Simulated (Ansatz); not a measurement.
# FHf, Hf, F: batch of points and single point

Aim: for FHf, Hf, F, 6 runs in a chain (batch of points and single point).

Computed with Ansatz 0.2.0 (DFT unrestricted B3LYP, Gaussian basis def2-TZVPP, and further levels as typed in the inputs, unless a step's input says otherwise).

## Step 1: The system as given

Bond lengths: Hf1–F2 1.850 Å.

As a file:

```xyz
2

Hf    0.0000    0.0000    0.0000
F     0.0000    0.0000    1.8500
```

## Step 2: Batch of points: FHf

input.yaml

```yaml
magnetization:
  spin_polarized: true
  initial_magnetization: 1
basis:
  gaussian: { orbitals: def2-TZVPP }
hamiltonian:
  xc: { name: B3LYP }
batch:
  members: [s0.yaml, s1.yaml, s2.yaml, s3.yaml, s4.yaml, s5.yaml, s6.yaml, s7.yaml, s8.yaml, s9.yaml, s10.yaml]
# s1.yaml, one of 11 members:
crystal:
  periodic: [false, false, false]
  atoms:
    - { symbol: Hf, position_ang: [0.0, 0.0, 0.0] }
    - { symbol: F, position_ang: [0.0, 0.0, 1.71] }
```

The program printed, shortened:

```text
Warning: RAYON_NUM_THREADS=6 ignored (pool sized by the plan → 6); use --threads N
[...]
Functional definition: B3LYP
[...]
Member 2: Total energy: -4024.31509783 eV, -147.8908520666 hartree
Member 0: Total energy: -4023.66957080 eV, -147.8671293858 hartree
Member 1: Total energy: -4024.09032334 eV, -147.8825917565 hartree
Member 5: Total energy: -4024.55920267 eV, -147.8998227539 hartree
Member 4: Total energy: -4024.53637502 eV, -147.8989838533 hartree
Member 3: Total energy: -4024.45902065 eV, -147.8961411325 hartree
Member 7: Total energy: -4024.46098986 eV, -147.8962134999 hartree
Member 6: Total energy: -4024.53762085 eV, -147.8990296367 hartree
Member 8: Total energy: -4024.31376549 eV, -147.8908031041 hartree
Member 9: Total energy: -4024.05286622 eV, -147.8812152325 hartree
Member 10: Total energy: -4023.66561198 eV, -147.8669839017 hartree
```

Run time: 18 s. Hardware: 6 threads of Arm Neoverse N1, shared host; peak memory 0.59 GiB.

Energies in eV above the lowest point:

```tsv
Hf1–F2 (Å)	energy
1.660	0.890
1.710	0.469
1.750	0.244
1.790	0.100
1.830	0.023
1.870	0.000
1.910	0.022
1.960	0.098
2.020	0.245
2.100	0.506
2.200	0.894
```

## Step 3: Batch of points: B3LYP, Gaussian basis def2-TZVPP, charge +1

input.yaml: that of step 2 with these lines changed.

```diff
@@ -1,4 +1,2 @@
-magnetization:
-  spin_polarized: true
-  initial_magnetization: 1
+total_charge: 1
 basis:
@@ -14,2 +12,2 @@
     - { symbol: Hf, position_ang: [0.0, 0.0, 0.0] }
-    - { symbol: F, position_ang: [0.0, 0.0, 1.71] }
+    - { symbol: F, position_ang: [0.0, 0.0, 1.64] }
```

The program printed, shortened:

```text
Warning: RAYON_NUM_THREADS=6 ignored (pool sized by the plan → 6); use --threads N
[...]
[... 1 set-up line as earlier in the session ...]
[...]
Member 0: Total energy: -4015.93962305 eV, -147.5830590453 hartree
Member 4: Total energy: -4017.17154984 eV, -147.6283315199 hartree
Member 3: Total energy: -4017.05823317 eV, -147.6241672093 hartree
Member 5: Total energy: -4017.20849560 eV, -147.6296892515 hartree
Member 1: Total energy: -4016.53286121 eV, -147.6048601455 hartree
Member 2: Total energy: -4016.85190710 eV, -147.6165848658 hartree
Member 7: Total energy: -4017.08132545 eV, -147.6250158347 hartree
Member 8: Total energy: -4016.88100771 eV, -147.6176542937 hartree
Member 9: Total energy: -4016.52186318 eV, -147.6044559757 hartree
Member 10: Total energy: -4015.98470966 eV, -147.5847159480 hartree
Member 6: Total energy: -4017.18306870 eV, -147.6287548302 hartree
```

It took 4.7 s on 6 threads of Arm Neoverse N1, shared host; peak memory 0.4 GiB.

Energies in eV above the lowest point:

```tsv
Hf1–F2 (Å)	energy
1.590	1.269
1.640	0.676
1.680	0.357
1.720	0.150
1.760	0.037
1.800	0.000
1.840	0.025
1.890	0.127
1.950	0.327
2.030	0.687
2.130	1.224
```

## Step 4: Single point: Hf, unrestricted B3LYP, Gaussian basis def2-TZVPP, charge +0

input.yaml

```yaml
crystal:
  periodic: [false, false, false]
  atoms:
    - { symbol: Hf, position_ang: [0.0, 0.0, 0.0] }
magnetization:
  spin_polarized: true
  initial_magnetization: 2
basis:
  gaussian: { orbitals: def2-TZVPP }
hamiltonian:
  xc: { name: B3LYP }
```

Started as:

```bash
> ansatz run input.yaml --threads 6 --pin off --max-ram 10240MiB --backend cpu --events-out ev --progress --plain --runs-dir out
```

The program printed:

```text
Warning: RAYON_NUM_THREADS=6 ignored (pool sized by the plan → 6); use --threads N
Engine: ansatz 0.2.0, aarch64-unknown-linux-gnu
[... 1 set-up line as earlier in the session ...]
  parameter a0 = 0.2
  parameter ax = 0.72
  parameter ac = 0.81
  exchange = (1 - a0 - ax)*slater_x + ax*b88_x + a0*exact_x
  correlation = (1 - ac)*vwn_rpa_c + ac*lyp_c
373 factors; their error is unknown
mean field evaluation 1: about -1302.1852 eV, gradient 6.5e0 eV
mean field evaluation 2: about -1302.4902 eV, gradient 3.6e0 eV
mean field evaluation 4: about -1302.6622 eV, gradient 8.8e-1 eV
mean field evaluation 8: about -1302.9144 eV, gradient 3.0e-1 eV
mean field evaluation 16: about -1302.9313 eV, gradient 3.5e-3 eV
mean field evaluation 32: about -1302.9153 eV, gradient 8.2e-1 eV
mean field -1302.93129550 eV, -47.8818419510 hartree, gradient 1.9e-5 eV, S^2 2.003446; 4 other end points of the search recorded, 0 dependent functions left out
reference -1302.93143588 eV, -47.8818471101 hartree; 7, 5 occupied and 49, 51 virtual orbitals, 373 factors
Total energy: -1302.93143588 eV, -47.8818471101 hartree
```

Wall time 0.95 s (6 threads of Arm Neoverse N1, shared host); peak memory 0.1 GiB.

## Step 5: Single point: charge +1

input.yaml: that of step 4 with these lines changed.

```diff
@@ -6,3 +6,4 @@
   spin_polarized: true
-  initial_magnetization: 2
+  initial_magnetization: 1
+total_charge: 1
 basis:
```

Started as:

```bash
> ansatz run input.yaml --threads 6 --pin off --max-ram 10240MiB --backend cpu --events-out ev --progress --plain --runs-dir out
```

The program printed, shortened:

```text
Warning: RAYON_NUM_THREADS=6 ignored (pool sized by the plan → 6); use --threads N
[... 7 set-up lines as earlier in the session ...]
373 factors; their error is unknown
mean field evaluation 1: about -1295.7573 eV, gradient 5.1e0 eV
mean field evaluation 2: about -1295.9012 eV, gradient 1.6e0 eV
mean field evaluation 4: about -1295.9381 eV, gradient 3.1e-1 eV
mean field evaluation 8: about -1295.9220 eV, gradient 6.6e-2 eV
mean field evaluation 16: about -1296.1014 eV, gradient 1.1e-5 eV
mean field evaluation 32: about -1296.0868 eV, gradient 1.0e0 eV
mean field -1296.10144103 eV, -47.6308494289 hartree, gradient 9.9e-6 eV, S^2 1.243224; 7 other end points of the search recorded, 0 dependent functions left out
reference -1296.10159848 eV, -47.6308552150 hartree; 6, 5 occupied and 50, 51 virtual orbitals, 373 factors
Total energy: -1296.10159848 eV, -47.6308552150 hartree
```

Run time: 1.5 s. Hardware: 6 threads of Arm Neoverse N1, shared host; peak memory 0.1 GiB.

## Step 6: Single point

input.yaml: that of step 5 with these lines changed.

```diff
@@ -6,3 +6,3 @@
   spin_polarized: true
-  initial_magnetization: 1
+  initial_magnetization: 3
 total_charge: 1
```

Started as:

```bash
> ansatz run input.yaml --threads 6 --pin off --max-ram 10240MiB --backend cpu --events-out ev --progress --plain --runs-dir out
```

The program printed, shortened:

```text
Warning: RAYON_NUM_THREADS=6 ignored (pool sized by the plan → 6); use --threads N
[... 7 set-up lines as earlier in the session ...]
373 factors; their error is unknown
mean field evaluation 1: about -1294.6212 eV, gradient 1.1e1 eV
mean field evaluation 2: about -1295.1634 eV, gradient 5.5e0 eV
mean field evaluation 4: about -1295.4739 eV, gradient 1.2e0 eV
mean field evaluation 8: about -1295.7663 eV, gradient 6.4e-1 eV
mean field evaluation 16: about -1295.7774 eV, gradient 3.0e-4 eV
mean field -1295.77739170 eV, -47.6189408357 hartree, gradient 2.2e-6 eV, S^2 3.750849; 2 other end points of the search recorded, 0 dependent functions left out
reference -1295.77755579 eV, -47.6189468659 hartree; 7, 4 occupied and 49, 52 virtual orbitals, 373 factors
Total energy: -1295.77755579 eV, -47.6189468659 hartree
```

It took 0.72 s on 6 threads of Arm Neoverse N1, shared host; peak memory 0.1 GiB.

## Step 7: Single point: F, charge +0

input.yaml

```yaml
crystal:
  periodic: [false, false, false]
  atoms:
    - { symbol: F, position_ang: [0.0, 0.0, 0.0] }
magnetization:
  spin_polarized: true
  initial_magnetization: 1
basis:
  gaussian: { orbitals: def2-TZVPP }
hamiltonian:
  xc: { name: B3LYP }
```

Started as:

```bash
> ansatz run input.yaml --threads 6 --pin off --max-ram 10240MiB --backend cpu --events-out ev --progress --plain --runs-dir out
```

The program printed, shortened:

```text
Warning: RAYON_NUM_THREADS=6 ignored (pool sized by the plan → 6); use --threads N
[... 7 set-up lines as earlier in the session ...]
156 factors; their error is unknown
mean field evaluation 1: about -2714.7688 eV, gradient 7.1e0 eV
mean field evaluation 2: about -2714.8413 eV, gradient 3.4e0 eV
mean field evaluation 4: about -2714.8705 eV, gradient 3.8e-2 eV
mean field evaluation 8: about -2714.8839 eV, gradient 1.3e-3 eV
mean field -2714.88393951 eV, -99.7701445627 hartree, gradient 2.5e-6 eV, S^2 0.751503; 0 other end points of the search recorded, 0 dependent functions left out
reference -2714.88401207 eV, -99.7701472290 hartree; 5, 4 occupied and 26, 27 virtual orbitals, 156 factors
Total energy: -2714.88401207 eV, -99.7701472290 hartree
```

Wall time 0.19 s (6 threads of Arm Neoverse N1, shared host); peak memory 0.065 GiB.

## Step 8: Results

```
step  system                                          level  set  energy above the lowest (eV)  charge  2S+1 typed  ⟨S²⟩  dipole (D)    time
   4      Hf  unrestricted B3LYP, Gaussian basis def2-TZVPP    A                           n/a       0           3  2.00         n/a  0.95 s
   5      Hf  unrestricted B3LYP, Gaussian basis def2-TZVPP    B                         0.000       1           2  1.24         n/a   1.5 s
   6      Hf  unrestricted B3LYP, Gaussian basis def2-TZVPP    B                         0.324       1           4  3.75         n/a  0.72 s
   7       F  unrestricted B3LYP, Gaussian basis def2-TZVPP    C                           n/a       0           2  0.75         n/a  0.19 s
```

Energies compare only among runs of one formula, size, charge, level and basis; each such set counts from its lowest member. The letters name the sets, whose settings differ as the inputs show.

```
                                quantity   value
lowest point of the Hf1–F2 scan (step 2)  1.87 Å
lowest point of the Hf1–F2 scan (step 3)  1.80 Å
```

**Reading.** In step 5 ⟨S²⟩ lies far over S(S+1): such a determinant mixes spin states (near 1 for a typed singlet, half singlet and half triplet), so its energy isn't that of the typed multiplicity.
